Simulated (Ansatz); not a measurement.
**CH₅ClO₂Si₂: basis-set convergence**

One table from this session's results is given with a row withheld; the runs are named, their logs left out.

Method: one geometry, several basis sets; program: Ansatz 0.2.0, Gaussian basis.

Levels to be run: PBE0-D4/def2-SVP; ωB97M-V/def2-SVP; PBE0-D4/def2-QZVPP; ωB97M-V/def2-QZVPP; the functionals' def2-TZVPP values are taken from earlier runs.

## Structure used throughout

The geometry comes from an earlier relaxation with PBE0-D4 in a triple-zeta def2 set; it is a stationary point, not always the lowest conformer.

SMILES `O=C[SiH](Cl)O[SiH3]`, 11 atoms, charge 0, spin multiplicity 1.

Atoms are counted from 1 here; the program's logs count them from 0.

Bond lengths: O1–C2 1.207 Å, C2–Si3 1.919 Å, C2–H7 1.114 Å, Si3–Cl4 2.049 Å, Si3–O5 1.608 Å, Si3–H8 1.477 Å, O5–Si6 1.654 Å, Si6–H9 1.483 Å, Si6–H10 1.482 Å, Si6–H11 1.481 Å. Angles: O1–C2–Si3 118.8°, O1–C2–H7 119.8°, Si3–C2–H7 121.4°, C2–Si3–Cl4 105.7°, C2–Si3–O5 107.3°, C2–Si3–H8 113.3°, Cl4–Si3–O5 112.1°, Cl4–Si3–H8 107.8°, O5–Si3–H8 110.6°, Si3–O5–Si6 142.8°, O5–Si6–H9 106.4°, O5–Si6–H10 110.4°, O5–Si6–H11 109.6°, H9–Si6–H10 109.6°, H9–Si6–H11 109.7°, H10–Si6–H11 110.9°.

Coordinates:

```mol
CH5ClO2Si2
  3D, bonds by distance, orders not assigned

 11 10  0  0  0  0  0  0  0  0999 V2000
   -1.7767   -0.4538    0.8187 O   0  0
   -1.3353    0.6088    1.1823 C   0  0
    0.2720    1.2696    0.3689 Si  0  0
    1.6539    1.3753    1.8781 Cl  0  0
    0.6989    0.2170   -0.7695 O   0  0
    0.5792   -1.3747   -1.2043 Si  0  0
   -1.8491    1.1729    1.9940 H   0  0
    0.1239    2.6230   -0.2051 H   0  0
    1.7366   -1.6568   -2.0882 H   0  0
    0.6437   -2.2443   -0.0059 H   0  0
   -0.6820   -1.5940   -1.9485 H   0  0
  1  2  8  0
  2  3  8  0
  3  4  8  0
  3  5  8  0
  5  6  8  0
  2  7  8  0
  3  8  8  0
  6  9  8  0
  6 10  8  0
  6 11  8  0
M  END
```

The first run:

The input, in.yaml:

```yaml
crystal:
  periodic: [false, false, false]
  atoms:
    - {symbol: O, position_ang: [-1.776677, -0.453760, 0.818715]}
    - {symbol: C, position_ang: [-1.335260, 0.608773, 1.182340]}
    - {symbol: Si, position_ang: [0.271967, 1.269646, 0.368936]}
    - {symbol: Cl, position_ang: [1.653899, 1.375345, 1.878111]}
    - {symbol: O, position_ang: [0.698878, 0.216989, -0.769451]}
    - {symbol: Si, position_ang: [0.579181, -1.374673, -1.204278]}
    - {symbol: H, position_ang: [-1.849101, 1.172898, 1.994042]}
    - {symbol: H, position_ang: [0.123884, 2.622980, -0.205082]}
    - {symbol: H, position_ang: [1.736564, -1.656811, -2.088222]}
    - {symbol: H, position_ang: [0.643736, -2.244297, -0.005945]}
    - {symbol: H, position_ang: [-0.681972, -1.593989, -1.948467]}
basis:
  gaussian: {orbitals: def2-SVP}
hamiltonian: {xc: pbe0, dispersion: d4}
output: {orbitals: {seedname: orbitals}}
```

Among the steps run: PBE0-D4 in def2-SVP; ωB97M-V in def2-SVP; PBE0-D4 in def2-QZVPP; ωB97M-V in def2-QZVPP.

One of the session's tables, all rows but one given; the rest of the session is left out.

It belongs to the step «Functionals by basis». 

```
functional       basis  HOMO (eV)  LUMO (eV)
   PBE0-D4    def2-SVP      -7.31      -1.86
   PBE0-D4  def2-TZVPP      -7.41      -2.05
   PBE0-D4  def2-QZVPP          ?          ?
   ωB97M-V    def2-SVP      -9.56       0.54
   ωB97M-V  def2-TZVPP      -9.70       0.24
   ωB97M-V  def2-QZVPP      -9.73       0.14
```

**Question.** Estimate the row for PBE0-D4, def2-QZVPP.

The run gave: HOMO (eV): -7.44; LUMO (eV): -2.10. In the column «HOMO (eV)» it lies between ωB97M-V, def2-SVP (-9.56) and PBE0-D4, def2-TZVPP (-7.41).
